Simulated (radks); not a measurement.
# Ionising lutetium step by step, Lu²⁴⁺ to Lu⁴⁷⁺

The task here is to estimate one member of a computed series from the others.

Method: Dirac Kohn-Sham, PBE, spin-unpolarised, spherical densities, finite nucleus; open shells fill j = l - 1/2 first. Code: radks (a radial shooting solver on a logarithmic mesh, Libxc functionals) version 1.

## Starting point

```
element             : lutetium (Z = 71)
charges             : 24 to 47
first configuration : [Kr] 4d10 4f1
last configuration  : [Ar] 3d6
```

The first run:

The run's settings:

```text
Z 71
configuration [Kr] 4d10 4f1
relativity Dirac
functional pbe,pbe
spin unpolarised
j_filling energy
nucleus finite rms 5.37 fm
c 137.035999084
```

Among the steps run: Lu²⁴⁺, [Kr] 4d10 4f1.

One of the session's tables, all rows but one given; the rest of the session is left out.

It belongs to the step «Lu²⁴⁺, [Kr] 4d10 4f1». Sizes of the orbitals, from the radial functions (bohr):

```
level     <r>  outermost maximum (interpolated)  90 % within  nodes
3d5/2       ?                                 ?            ?      ?
4s1/2  0.4550                             0.436        0.648      3
4p1/2  0.4567                             0.435        0.657      2
4p3/2  0.4816                             0.460        0.691      2
4d3/2  0.4824                             0.451        0.709      1
4d5/2  0.4898                             0.458        0.719      1
4f5/2  0.4761                             0.399        0.723      0
4f7/2  0.4792                             0.402        0.727      0
```

**Question.** Estimate the row for 3d5/2.

**Answer.** <r>: 0.1937; outermost maximum (interpolated): 0.159; 90 % within: 0.300; nodes: 0. In the column «<r>» it is the lowest.

To keep in mind: Spin polarisation and multiplet splitting are left out, so open shells lie too high by an amount that depends on their filling.
